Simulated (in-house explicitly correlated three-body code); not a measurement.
# Two electrons around a charge of +1.06: exact states and exact Kohn–Sham parts

Aim: the lowest states of two electrons around a charge of +1.06 to near-exact accuracy, with their sizes and correlation, then the exact Kohn–Sham parts of the ground state and the errors of common functionals.

Program: in-house explicitly correlated three-body code version 1. Level of theory: two electrons, non-relativistic, variational in exponentially correlated functions. These are calculated values, not measurements, unless marked.

## Step 1: The system

| Property | Result |
| --- | --- |
| charge of the centre | +1.06 |
| mass of the centre | infinite |
| interactions | Coulomb |
| basis | 260 functions exp(−a r1 − b r2 − g r12) a state, exponent ranges optimised |
| units | hartree and bohr; relativity and QED are left out |

## Step 2: Input and results

Settings:

```ini
Z = 1.06
interaction_strength = 1.0
functions = 260
states_tried = 13
```

The run is started by

```bash
python run_hyl.py task.json out
```

Q: Predict the outcome of this session. Wanted: ground-state energy; binding of the second electron; ⟨r12⟩, ⟨cos θ12⟩; Ts, Ex, Ec; exact less Hartree–Fock.

The runs gave:

| quantity | value |
| --- | --- |
| ground-state energy | -0.61351034 hartree |
| binding of the second electron | 1.4071 eV |
| ⟨r12⟩, ⟨cos θ12⟩ | 3.827 bohr, -0.1045 |
| Ts, Ex, Ec (Kohn–Sham) | 0.58460, -0.42389, -0.04101 hartree |
| exact less Hartree–Fock | -0.03968 hartree |

**Reading.** The second electron is bound by 1.407 eV, and the mean cosine of -0.104 shows the electrons leaning only slightly to opposite sides. The virial ratio −T/E is 1.0000000, where an exact Coulomb state gives 1. On the exact density SCAN errs least (+0.4 millihartree) and LDA PW92 most (+17.1). 15 of the 15 semilocal functionals leave the top level unbound when run self-consistently, since their potentials decay too fast.
